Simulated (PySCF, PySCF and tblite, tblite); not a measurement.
# C9H11F: conformers and averaged spectra, part 3 of 3

PySCF and tblite. Atoms count from 0.

## 10. Shieldings, conformer 4: KT3/pcSseg-1 in water

The job: settings as JSON, then the geometry in Å.

```
{"job": {"xc": "KT3", "basis": "pcSseg-1", "solvent": "water", "kind": "nmr", "pop": false}, "charge": 0, "multiplicity": 1}
C      3.613812    -0.045429     0.922471
C      2.515695     0.111285     0.461695
C      1.221297     0.239300    -0.088602
C      0.529201     1.376690     0.005345
C     -0.841394     1.536295    -0.577489
F     -1.312570     2.796591    -0.241197
C     -1.879555     0.488050    -0.119668
C     -1.340549    -0.562371     0.850849
C     -0.443034    -1.602603     0.175754
C      0.618652    -0.976229    -0.738950
H      4.573642    -0.163403     1.328954
H      0.935779     2.248869     0.494611
H     -0.775645     1.551443    -1.677700
H     -2.308127    -0.011920    -0.989720
H     -2.682986     1.040636     0.371525
H     -2.185910    -1.080223     1.308737
H     -0.791608    -0.064299     1.651918
H      0.050308    -2.189734     0.953197
H     -1.054928    -2.285094    -0.417735
H      0.156058    -0.678013    -1.683001
H      1.392942    -1.712899    -0.958284
```

The program printed:

```text
coarse grid: 17680 points
cycle   1  E = -456.0466286084  dE =  1.141e+00  |g| = 7.989e-01  |ddm| = 4.445e+00
cycle   2  E = -455.9031031010  dE =  1.435e-01  |g| = 1.199e+00  |ddm| = 2.265e+00
cycle   3  E = -456.1769821231  dE = -2.739e-01  |g| = 1.747e-01  |ddm| = 1.562e+00
cycle   4  E = -456.1827244184  dE = -5.742e-03  |g| = 6.892e-02  |ddm| = 2.306e-01
cycle   5  E = -456.1837856941  dE = -1.061e-03  |g| = 2.487e-02  |ddm| = 8.656e-02
cycle   6  E = -456.1839492783  dE = -1.636e-04  |g| = 7.341e-03  |ddm| = 3.564e-02
cycle   7  E = -456.1839625403  dE = -1.326e-05  |g| = 2.198e-03  |ddm| = 1.071e-02
cycle   8  E = -456.1839636361  dE = -1.096e-06  |g| = 4.470e-04  |ddm| = 2.719e-03
final grid: 171568 points
cycle   9  E = -456.2235515228  dE = -3.551e-04  |g| = 2.377e-02  |ddm| = 2.053e-01
cycle  10  E = -456.2233691556  dE =  1.824e-04  |g| = 4.157e-02  |ddm| = 6.935e-02
cycle  11  E = -456.2236296862  dE = -2.605e-04  |g| = 3.405e-03  |ddm| = 4.783e-02
cycle  12  E = -456.2236325338  dE = -2.848e-06  |g| = 1.292e-03  |ddm| = 4.092e-03
cycle  13  E = -456.2236329105  dE = -3.767e-07  |g| = 4.802e-04  |ddm| = 1.300e-03
cycle  14  E = -456.2236329651  dE = -5.456e-08  |g| = 1.432e-04  |ddm| = 5.760e-04
cycle  15  E = -456.2236329699  dE = -4.831e-09  |g| = 4.812e-05  |ddm| = 1.713e-04
cycle  16  E = -456.2236329704  dE = -5.547e-10  |g| = 1.151e-05  |ddm| = 5.010e-05
converged SCF energy = -456.2236329704

GIAO shielding tensors (ppm)
atom      isotropic    diamagn.    paramagn.     s11        s22        s33       span
  0 C      110.676     255.534    -144.858     57.854     63.494    210.681    152.827
  1 C      102.210     245.951    -143.741      0.936     14.823    290.871    289.935
  2 C       71.696     264.517    -192.821    -13.700     73.573    155.216    168.917
  3 C       44.825     249.219    -204.394    -51.186     61.033    124.627    175.812
  4 C       90.182     245.852    -155.670     58.182     77.241    135.124     76.942
  5 F      357.397     473.807    -116.410    276.350    383.274    412.567    136.217
  6 C      149.253     247.991     -98.738    128.618    153.688    165.452     36.835
  7 C      158.861     247.981     -89.119    149.920    156.690    169.974     20.054
  8 C      159.268     247.127     -87.860    152.916    157.646    167.241     14.325
  9 C      149.759     247.471     -97.711    133.629    151.742    163.907     30.278
 10 H       28.701      35.378      -6.678     24.441     24.559     37.102     12.660
 11 H       25.209      32.412      -7.204     22.936     24.650     28.039      5.103
 12 H       25.561      29.198      -3.638     22.511     26.570     27.601      5.090
 13 H       29.691      29.899      -0.207     26.493     28.324     34.256      7.762
 14 H       29.781      28.768       1.013     25.155     28.955     35.231     10.076
 15 H       29.991      28.664       1.327     24.679     28.378     36.915     12.236
 16 H       29.824      31.273      -1.449     27.326     28.383     33.762      6.436
 17 H       30.124      30.023       0.101     25.547     28.356     36.467     10.920
 18 H       30.365      29.572       0.792     25.975     28.296     36.823     10.848
 19 H       29.417      30.753      -1.336     27.278     27.407     33.565      6.287
 20 H       29.387      29.989      -0.602     25.020     28.386     34.755      9.735
```

Run time: 37 s. Hardware: 1 thread of Intel Xeon Platinum 8488C, shared host; peak memory 1 GiB.

This run: HOMO -5.78 eV, LUMO -1.75 eV; dipole 2.44 D.

## 11. Single-point energy, conformer 4: B3LYP/def2-SVP in water

The job, as its differences from that of step 10:

```diff
@@ -1,2 +1,2 @@
-{"job": {"xc": "KT3", "basis": "pcSseg-1", "solvent": "water", "kind": "nmr", "pop": false}, "charge": 0, "multiplicity": 1}
+{"job": {"xc": "B3LYP", "basis": "def2-SVP", "solvent": "water", "kind": "sp"}, "charge": 0, "multiplicity": 1}
 C      3.613812    -0.045429     0.922471
```

The program printed:

```text
coarse grid: 17680 points
cycle   1  E = -448.8301202877  dE =  1.276e+00  |g| = 6.351e-01  |ddm| = 5.205e+00
cycle   2  E = -448.7962808569  dE =  3.384e-02  |g| = 7.951e-01  |ddm| = 1.813e+00
cycle   3  E = -448.9156050704  dE = -1.193e-01  |g| = 1.009e-01  |ddm| = 1.069e+00
cycle   4  E = -448.9174592703  dE = -1.854e-03  |g| = 4.070e-02  |ddm| = 1.466e-01
cycle   5  E = -448.9178222877  dE = -3.630e-04  |g| = 1.366e-02  |ddm| = 5.557e-02
cycle   6  E = -448.9178688200  dE = -4.653e-05  |g| = 3.917e-03  |ddm| = 1.819e-02
cycle   7  E = -448.9178725057  dE = -3.686e-06  |g| = 1.283e-03  |ddm| = 5.087e-03
final grid: 171568 points
cycle   8  E = -449.0063860716  dE = -8.182e-05  |g| = 7.415e-03  |ddm| = 7.784e-02
cycle   9  E = -449.0063759734  dE =  1.010e-05  |g| = 1.026e-02  |ddm| = 1.947e-02
cycle  10  E = -449.0063991551  dE = -2.318e-05  |g| = 1.250e-03  |ddm| = 1.181e-02
cycle  11  E = -449.0063994577  dE = -3.026e-07  |g| = 5.669e-04  |ddm| = 1.731e-03
cycle  12  E = -449.0063995365  dE = -7.883e-08  |g| = 1.361e-04  |ddm| = 6.867e-04
cycle  13  E = -449.0063995402  dE = -3.694e-09  |g| = 4.552e-05  |ddm| = 1.715e-04
cycle  14  E = -449.0063995406  dE = -4.005e-10  |g| = 1.195e-05  |ddm| = 6.580e-05
converged SCF energy = -449.0063995406
```

Run time: 19 s. Hardware: 1 thread of Intel Xeon Platinum 8488C, shared host; peak memory 0.85 GiB.

This run: HOMO -6.48 eV, LUMO -0.92 eV; dipole 2.36 D.

## 12. Boltzmann average: properties at KT3/pcSseg-1 in water

The job: settings as JSON, then the geometry in Å.

```
{"job": {"study": "conf", "smiles": "C#CC1=C[C@H](F)CCCC1", "search": {"seed": 4474, "n_embed": 60, "ff_keep": 14, "window": 3.0, "nmax": 7, "temps": [200, 250, 298.15, 350, 400], "t_ref": 298.15, "order": 0.0005}, "level": {"nmr": {"xc": "KT3", "basis": "pcSseg-1", "solvent": "water"}, "sp": {"xc": "B3LYP", "basis": "def2-SVP", "solvent": "water"}}, "kind": "conf"}, "charge": 0, "multiplicity": 1}
C      3.822002    -0.261654     0.207797
C      2.662654    -0.088458    -0.053516
C      1.290600     0.064936    -0.361150
C      0.740107     1.278886    -0.411097
C     -0.703731     1.515216    -0.714018
F     -0.926033     2.880963    -0.782401
C     -1.644843     0.923164     0.339195
C     -1.848008    -0.580307     0.174400
C     -0.595027    -1.415614     0.434834
C      0.513274    -1.203136    -0.602466
H      4.837341    -0.395065     0.435168
H      1.327184     2.164092    -0.216651
H     -0.969298     1.127564    -1.710432
H     -2.608663     1.427939     0.238153
H     -1.252001     1.144350     1.333770
H     -2.211841    -0.785916    -0.835990
H     -2.626167    -0.896740     0.872903
H     -0.204364    -1.192659     1.430188
H     -0.882844    -2.469648     0.421618
H      0.068317    -1.171877    -1.601497
H      1.202421    -2.049095    -0.568946
```

The program printed:

```text
conformer  sym    E(xTB)   E(DFT)   G(298.15 K)  weight  dipole/D
    1     C1      0.000    0.000    0.000   0.8592    2.500
    2     C1      1.815    1.753    1.802   0.0410    2.617
    3     C1      2.094    1.034    1.280   0.0991    1.927
    4     C1      2.987    4.309    4.242   0.0007    2.358

mean shielding (ppm) by class
class atoms           200 K      250 K   298.15 K      350 K      400 K
  0 C  0            108.785    108.707    108.639     108.58    108.537
  1 C  1            101.005    100.987    100.969    100.953     100.94
  2 C  2             65.249     64.923     64.609     64.307     64.062
  3 C  3             40.463     40.736     41.012      41.29      41.53
  4 C  4             87.884     88.087     88.294     88.504     88.686
  5 F  5             364.05    364.367     364.64    364.874    365.039
  6 C  6            146.184    146.285    146.388    146.493    146.584
  7 C  7            150.976    151.098    151.237    151.394    151.544
  8 C  8            153.729     153.66    153.597    153.542    153.503
  9 C  9            145.565    145.614    145.673    145.741    145.808
 10 H  10             28.53     28.525     28.522     28.519     28.517
 11 H  11             24.87     24.877     24.884     24.891     24.898
 12 H  12            25.867     25.878     25.887     25.896     25.903
 13 H  13             29.65      29.66     29.668     29.676     29.682
 14 H  14            29.951      29.93     29.908     29.886     29.867
 15 H  15            29.905     29.898     29.891     29.884     29.878
 16 H  16            29.534     29.534     29.535     29.538     29.543
 17 H  17            30.429     30.399     30.368     30.335     30.306
 18 H  18            29.944     29.954     29.965     29.976     29.985
 19 H  19            29.248     29.251     29.254     29.257     29.259
 20 H  20            29.245     29.225     29.206     29.187     29.172
```

It took 4.2 min on 1 thread of Intel Xeon Platinum 8488C, shared host. This counts the runs that the step sums up.

The search (ETKDG, MMFF94s, GFN2-xTB) embedded 60 structures, kept 8 distinct ones after the force field and 8 after xTB; 4 were carried on (window 3.0 kcal/mol at the search's own energies). Energies: B3LYP/def2-SVP in water with D3(BJ).

The conformers at 298 K:

| no. | group | mirror pair | ΔE xTB | ΔE DFT | ΔG | weight (%) | μ (D) | A, B, C (GHz) |
| --- | --- | --- | --- | --- | --- | --- | --- | --- |
| 1 | C1 | no | 0.00 | 0.00 | 0.00 | 85.9 | 2.50 | 1.90, 1.02, 0.71 |
| 2 | C1 | no | 1.81 | 1.75 | 1.80 | 4.1 | 2.62 | 1.91, 1.03, 0.71 |
| 3 | C1 | no | 2.09 | 1.03 | 1.28 | 9.9 | 1.93 | 2.24, 0.99, 0.82 |
| 4 | C1 | no | 2.99 | 4.31 | 4.24 | 0.1 | 2.36 | 1.97, 1.03, 0.76 |

Energies in kcal/mol. ΔG holds xTB vibrations and rotation, symmetry numbers and mirror pairs.

Weights (%) by temperature:

| no. | 200 K | 250 K | 298 K | 350 K | 400 K |
| --- | --- | --- | --- | --- | --- |
| 1 | 95.0 | 90.6 | 85.9 | 81.1 | 76.8 |
| 3 | 4.0 | 7.0 | 9.9 | 12.7 | 14.9 |
| 2 | 1.0 | 2.4 | 4.1 | 6.1 | 8.0 |
| 4 | 0.0 | 0.0 | 0.1 | 0.2 | 0.4 |

How the weights hang on the way they are made:

| scheme | 1 | 3 | 2 | 4 | mean μ (D) |
| --- | --- | --- | --- | --- | --- |
| DFT free energy | 86 | 10 | 4 | 0 | 2.45 |
| DFT energy, symmetry counted | 81 | 14 | 4 | 0 | 2.42 |
| DFT energy alone | 81 | 14 | 4 | 0 | 2.42 |
| xTB energy, symmetry counted | 92 | 3 | 4 | 1 | 2.49 |
| xTB free energy | 94 | 2 | 4 | 1 | 2.49 |
| lowest conformer only | 100 | 0 | 0 | 0 | 2.50 |
| equal weights | 25 | 25 | 25 | 25 | 2.35 |
| conformers found from three starts alone | 90 | 10 | 0 | 0 | 2.44 |

Shifts against references run at the same level ($^{13}$C TMS 185.6, $^{1}$H TMS 31.74 ppm of shielding), by class of atoms, at 298 K:

| atoms | environment | no. 1 | no. 3 | no. 2 | average |
| --- | --- | --- | --- | --- | --- |
| C3 | alkene CH | 145.4 | 138.3 | 141.5 | 144.5 |
| C2 | fully substituted alkene carbon | 119.9 | 129.5 | 122.3 | 121.0 |
| C4 | allylic sp3 CH bonded to F | 97.9 | 92.9 | 94.4 | 97.3 |
| C1 | alkyne carbon | 84.5 | 85.0 | 84.7 | 84.6 |
| C0 | terminal alkyne carbon | 76.7 | 79.8 | 75.4 | 76.9 |
| C9 | allylic sp3 CH2 | 40.0 | 39.7 | 37.3 | 39.9 |
| C6 | sp3 CH2 in a ring | 39.5 | 36.8 | 38.1 | 39.2 |
| C7 | sp3 CH2 in a ring | 34.7 | 33.3 | 29.2 | 34.3 |
| C8 | sp3 CH2 in a ring | 31.7 | 34.1 | 31.6 | 32.0 |
| H11 | hydrogen on an alkene CH | 6.88 | 6.74 | 6.71 | 6.85 |
| H12 | hydrogen on an allylic sp3 CH bonded to F | 5.88 | 5.55 | 5.87 | 5.85 |
| H10 | hydrogen on a terminal alkyne carbon | 3.20 | 3.40 | 3.09 | 3.22 |
| H20 | hydrogen on an allylic sp3 CH2 | 2.47 | 3.08 | 2.57 | 2.53 |
| H19 | hydrogen on an allylic sp3 CH2 | 2.49 | 2.39 | 2.51 | 2.48 |
| H16 | hydrogen on an sp3 CH2 in a ring | 2.20 | 2.43 | 1.73 | 2.20 |
| H13 | hydrogen on an sp3 CH2 in a ring | 2.10 | 1.72 | 2.24 | 2.07 |
| H15 | hydrogen on an sp3 CH2 in a ring | 1.82 | 2.01 | 1.92 | 1.85 |
| H14 | hydrogen on an sp3 CH2 in a ring | 1.76 | 2.25 | 2.20 | 1.83 |
| H18 | hydrogen on an sp3 CH2 in a ring | 1.80 | 1.58 | 1.59 | 1.77 |
| H17 | hydrogen on an sp3 CH2 in a ring | 1.28 | 1.93 | 2.00 | 1.37 |
| F5 | fluorine on an sp3 carbon | 363.6 (σ) | 376.7 (σ) | 357.6 (σ) | 364.6 (σ) |

Effective distances for nuclear Overhauser effects, ⟨r⁻⁶⟩^(−1/6) over all pairs of two classes (Å): H15···H16 1.76; H17···H18 1.76; H13···H14 1.77; H19···H20 1.77; H18···H20 2.39; H16···H18 2.44; H13···H16 2.45; H15···H18 2.48.

## 13. Summary of results

This closing draws on all 3 parts.

| quantity | value |
| --- | --- |
| conformers | 4; the first in weight is no. 1 (C1), 86 % at 298 K |
| root-mean-square dipole | 2.45 D |
| averaged $^{13}$C shifts (KT3/pcSseg-1 in water) | 144.5, 121.0, 97.3, 84.6, 76.9, 39.9, 39.2, 34.3, 32.0 ppm |
| averaged $^{1}$H shifts (KT3/pcSseg-1 in water) | 6.85, 5.85, 3.22, 2.53, 2.48, 2.20, 2.07, 1.85, 1.83, 1.77, 1.37 ppm |

In words: Conformer 1 leads with 86 % at 298 K, and its share goes from 95 % at 200 K to 77 % at 400 K. Among conformers over 5 %, C2 differs by 9.6 ppm, while the average moves by 1.2 ppm from 200 to 400 K.
